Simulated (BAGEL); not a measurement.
# CH5B2O (SMILES BO[B]C): UHF/3-21G (density fitting with qzvpp-jkfit)

Aim: the vertical electron affinity of CH5B2O at UHF/3-21G (density fitting with qzvpp-jkfit), from 2 runs. 

The results are computed with BAGEL 1.2.2.

## 1. Starting point

The species is CH5B2O (9 atoms), meant as a doublet with charge 0. As SMILES, `BO[B]C`. The coordinates come from a GFN2-xTB relaxation. This is one conformer, not always the lowest.

Bond lengths: B1–O2 1.324 Å, O2–B3 1.259 Å, B3–C4 1.584 Å, B1–H5 1.179 Å, B1–H6 1.179 Å, C4–H7 1.087 Å, C4–H8 1.091 Å, C4–H9 1.088 Å. Some angles: B1–O2–B3 175.1°, O2–B3–C4 132.2°, O2–B1–H5 118.7°, O2–B1–H6 118.7°, B3–C4–H7 113.8°, B3–C4–H8 110.8°, B3–C4–H9 109.6°, H5–B1–H6 122.6°, H7–C4–H8 107.8°, H7–C4–H9 106.9°.

## 2. The energy at UHF/3-21G (density fitting with qzvpp-jkfit)

input.json

```json
{ "bagel": [

{
  "title": "molecule",
  "basis": "3-21g",
  "df_basis": "qzvpp-jkfit",
  "angstrom": "true",
  "geometry": [
    { "atom": "B", "xyz": [      -1.047400,       1.806640,       0.401550 ] },
    { "atom": "O", "xyz": [      -0.141750,       0.875440,       0.145530 ] },
    { "atom": "B", "xyz": [       0.794030,       0.067660,      -0.090960 ] },
    { "atom": "C", "xyz": [       0.813000,      -1.497380,      -0.335900 ] },
    { "atom": "H", "xyz": [      -1.533300,       2.386630,      -0.502170 ] },
    { "atom": "H", "xyz": [      -1.317960,       2.038590,       1.524910 ] },
    { "atom": "H", "xyz": [       1.559710,      -1.819010,      -1.057210 ] },
    { "atom": "H", "xyz": [      -0.159550,      -1.847500,      -0.683650 ] },
    { "atom": "H", "xyz": [       1.033220,      -2.011070,       0.597910 ] }
  ]
},

{
  "title": "uhf",
  "nopen": 1
},

{
  "title": "print",
  "file": "orbitals.molden",
  "orbitals": "true"
}

]}
```

Launch:

```sh
$ BAGEL_NUM_THREADS=1 BAGEL input.json > input.out
```

Log:

```text
* using 1 threads per process

  ===============================================================
  ===============================================================

  *** Geometry ***

  { "atom" : "B", "xyz" : [     -1.979299,      3.414055,      0.758820 ] },
  { "atom" : "O", "xyz" : [     -0.267869,      1.654342,      0.275012 ] },
  { "atom" : "B", "xyz" : [      1.500499,      0.127859,     -0.171889 ] },
  { "atom" : "C", "xyz" : [      1.536347,     -2.829638,     -0.634759 ] },
  { "atom" : "H", "xyz" : [     -2.897517,      4.510077,     -0.948964 ] },
  { "atom" : "H", "xyz" : [     -2.490583,      3.852377,      2.881662 ] },
  { "atom" : "H", "xyz" : [      2.947425,     -3.437431,     -1.997837 ] },
  { "atom" : "H", "xyz" : [     -0.301506,     -3.491269,     -1.291911 ] },
  { "atom" : "H", "xyz" : [      1.952503,     -3.800372,      1.129886 ] },

  Number of auxiliary basis functions:      392

  Since a DF basis is specified, we compute 2- and 3-index integrals:
    o Being stored without compression. Storage requirement is 0.007 GB

  Number of basis functions:       46
  Number of electrons      :       29

    * METHOD: MOLECULE                             0.14

  *** Open-shell HF ***

  === Nuclear Repulsion ===
    93.2852148473

      * DIIS with orbital gradients will be used.

  === UHF iteration (3-21g) ===
      0       -164.00415293          0.04970855           0.05
      1       -164.09203893          0.02789971           0.03
      2       -164.11061525          0.01757041           0.05
      3       -164.11973692          0.00173656           0.04
      4       -164.12044598          0.00067371           0.04
      5       -164.12055280          0.00025172           0.05
      6       -164.12058857          0.00004258           0.03
      7       -164.12059101          0.00001455           0.05
      8       -164.12059164          0.00000487           0.04
      9       -164.12059174          0.00000274           0.04
     10       -164.12059177          0.00000138           0.05
     11       -164.12059178          0.00000079           0.03
     12       -164.12059178          0.00000040           0.05
     13       -164.12059178          0.00000016           0.03
     14       -164.12059178          0.00000009           0.05
     15       -164.12059178          0.00000004           0.04
     16       -164.12059178          0.00000002           0.04
     17       -164.12059178          0.00000001           0.05
     18       -164.12059178          0.00000001           0.03
    * SCF iteration converged.

    * S^2 (UHF) is 0.7542

    * Permanent dipole moment:
           (    0.200074,     0.192575,    -0.013691) a.u.

    * METHOD: UHF                                  0.88

    * METHOD: PRINT                                0.01

  ===============================================================
```

It took 1.2 s on 1 thread of Intel Xeon Platinum 8375C at 2.90GHz (Ice Lake), shared host; peak memory 0.08 GiB.

## 3. The singlet anion at the same level

calc.json

```json
{ "bagel": [

{
  "title": "molecule",
  "basis": "3-21g",
  "df_basis": "qzvpp-jkfit",
  "angstrom": true,
  "geometry": [
    { "atom": "B", "xyz": [      -1.047400,       1.806640,       0.401550 ] },
    { "atom": "O", "xyz": [      -0.141750,       0.875440,       0.145530 ] },
    { "atom": "B", "xyz": [       0.794030,       0.067660,      -0.090960 ] },
    { "atom": "C", "xyz": [       0.813000,      -1.497380,      -0.335900 ] },
    { "atom": "H", "xyz": [      -1.533300,       2.386630,      -0.502170 ] },
    { "atom": "H", "xyz": [      -1.317960,       2.038590,       1.524910 ] },
    { "atom": "H", "xyz": [       1.559710,      -1.819010,      -1.057210 ] },
    { "atom": "H", "xyz": [      -0.159550,      -1.847500,      -0.683650 ] },
    { "atom": "H", "xyz": [       1.033220,      -2.011070,       0.597910 ] }
  ]
},

{
  "title": "hf",
  "charge": -1
},

{
  "title": "print",
  "file": "orbitals.molden",
  "orbitals": true
}

]}
```

Launch:

```sh
$ BAGEL_NUM_THREADS=1 BAGEL calc.json > calc.out
```

Log:

```text
* using 1 threads per process

  ===============================================================
  ===============================================================

  *** Geometry ***

  { "atom" : "B", "xyz" : [     -1.979299,      3.414055,      0.758820 ] },
  { "atom" : "O", "xyz" : [     -0.267869,      1.654342,      0.275012 ] },
  { "atom" : "B", "xyz" : [      1.500499,      0.127859,     -0.171889 ] },
  { "atom" : "C", "xyz" : [      1.536347,     -2.829638,     -0.634759 ] },
  { "atom" : "H", "xyz" : [     -2.897517,      4.510077,     -0.948964 ] },
  { "atom" : "H", "xyz" : [     -2.490583,      3.852377,      2.881662 ] },
  { "atom" : "H", "xyz" : [      2.947425,     -3.437431,     -1.997837 ] },
  { "atom" : "H", "xyz" : [     -0.301506,     -3.491269,     -1.291911 ] },
  { "atom" : "H", "xyz" : [      1.952503,     -3.800372,      1.129886 ] },

  Number of auxiliary basis functions:      392

  Since a DF basis is specified, we compute 2- and 3-index integrals:
    o Being stored without compression. Storage requirement is 0.007 GB

  Number of basis functions:       46
  Number of electrons      :       29

    * METHOD: MOLECULE                             0.18

  *** RHF ***

  === Nuclear Repulsion ===
    93.2852148473

      * DIIS with orbital gradients will be used.

  === RHF iteration (3-21g) ===
      0       -163.86081954          0.02908490           0.02
      1       -163.96903341          0.01825348           0.02
      2       -164.01215533          0.00239239           0.02
      3       -164.01435842          0.00082739           0.02
      4       -164.01468391          0.00029222           0.03
      5       -164.01476851          0.00010079           0.03
      6       -164.01478128          0.00005554           0.03
      7       -164.01478323          0.00001123           0.02
      8       -164.01478335          0.00000482           0.03
      9       -164.01478337          0.00000130           0.03
     10       -164.01478337          0.00000075           0.03
     11       -164.01478337          0.00000025           0.02
     12       -164.01478337          0.00000011           0.03
     13       -164.01478337          0.00000006           0.03
     14       -164.01478337          0.00000003           0.03
     15       -164.01478337          0.00000001           0.02
     16       -164.01478337          0.00000001           0.02
    * SCF iteration converged.

    * Permanent dipole moment:
           (    0.680695,     1.111140,     0.070368) a.u.

    * METHOD: HF                                   0.54

    * METHOD: PRINT                                0.01

  ===============================================================
```

It took 0.93 s on 1 thread of Intel Xeon Platinum 8375C at 2.90GHz (Ice Lake), shared host; peak memory 0.08 GiB.

## 4. What came out

At UHF/3-21G (density fitting with qzvpp-jkfit):

```
                                                            quantity          value
                                        doublet CH5B2O: total energy  -164.12059 Eh
                                       doublet CH5B2O: dipole moment         0.71 D
                                                doublet CH5B2O: ⟨S²⟩          0.754
                                         singlet anion: total energy  -164.01478 Eh
                                          singlet anion: HOMO energy        1.71 eV
                                          singlet anion: LUMO energy        9.10 eV
singlet anion: HOMO–LUMO gap (to an unbound level, set by the basis)        7.39 eV
                   vertical electron affinity (to the singlet anion)      -2.879 eV
```

The anion lies 2.88 eV (66 kcal/mol) above the neutral: the electron isn't bound at this level, and such a value depends on the basis. Without diffuse functions anions come out too high. Hartree–Fock misses the correlation that binds many anions. The HOMO (singlet anion) lies at positive energy, 1.71 eV: the electron is unbound at this level or held by a compact basis; values depend on the basis.
